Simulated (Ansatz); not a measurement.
# Hf2NbF: the cost of one run

Program: Ansatz 0.2.0. Level of theory: DFT PBE, scalar-relativistic, plane waves, PAW. These are calculated values, not measurements.

## Step 1: The starting structure

The structure is tetragonal, space group P4/mmm (No. 123). The conventional cell has a = 3.855 Å, b = 3.855 Å, c = 5.193 Å, α = 90.00°, β = 90.00°, γ = 90.00°. Around Hf (site symmetry 4/mmm) lie 2 Nb at 2.60 Å and 4 F at 2.73 Å. Hf (site symmetry 4/mmm) is surrounded by 2 F at 2.60 Å and 4 Nb at 2.73 Å. Nb (site symmetry 4/mmm) has 6 Hf at 2.60 to 2.73 Å as nearest neighbours. F (site symmetry 4/mmm) is surrounded by 6 Hf at 2.60 to 2.73 Å.

Coordinates:

```
CELL_PARAMETERS angstrom
3.85461 0.00000 0.00000
0.00000 3.85461 0.00000
0.00000 0.00000 5.19280
ATOMIC_POSITIONS crystal
Hf 0.00000 0.00000 0.50000
Hf 0.50000 0.50000 0.00000
Nb 0.00000 0.00000 0.00000
F 0.50000 0.50000 0.50000
```

It is the end of an earlier relaxation with the same method, from a database cell with other species swapped in; it is a trial structure. At a tolerance of 0.05 Å it has space group P4/mmm (No. 123); it has 19.29 Å³/atom, an uncorrected energy of -0.10 eV/atom over the elements.

## Step 2: Static run: bands, density of states and charges

input.yaml

```yaml
crystal:
  lattice:
    - [3.8546147352, 0.0, 0.0]
    - [0.0, 3.8546147352, 0.0]
    - [0.0, 0.0, 5.1928028603]
  atoms:
    - { symbol: Hf, position: [0.0, 0.0, 0.5] }
    - { symbol: Hf, position: [0.5, 0.5, 0.0] }
    - { symbol: Nb, position: [0.0, 0.0, 0.0] }
    - { symbol: F, position: [0.5, 0.5, 0.5] }
basis:
  ecutwfc: 420
kpoints:
  mp_grid: { grid: [12, 12, 10] }
  band_path:
    path:
      - [[0.0, 0.0, 0.0], [0.0, 0.5, 0.0], [0.5, 0.5, 0.0], [0.0, 0.0, 0.0], [0.0, 0.0, 0.5], [0.0, 0.5, 0.5], [0.5, 0.5, 0.5], [0.0, 0.0, 0.5]]
      - [[0.0, 0.5, 0.0], [0.0, 0.5, 0.5]]
      - [[0.5, 0.5, 0.0], [0.5, 0.5, 0.5]]
    npoints: 14
hamiltonian:
  xc: pbe
scf:
  occupations: { method: gaussian, width: 0.1 }
  n_extra_bands: 10
output:
  forces: true
  stress: true
  eigenvalues: true
  populations: true
  dos: { projected: true, de: 0.02, nscf_kmesh: { grid: [15, 15, 12] } }
  bader: true
  write_density: true
  write_potential: true
  elf: true
  volumetric_format: npy
```

Launch:

```console
ansatz run input.yaml --threads 1 --pin off --max-ram 2560MiB --backend cpu --events-out ev --progress --plain --runs-dir out
```

**Question.** How long does this run take on 1 thread of Arm Neoverse V1, shared host, and how much memory does it need?

About 2.2 min, with a peak of 0.81 GiB.
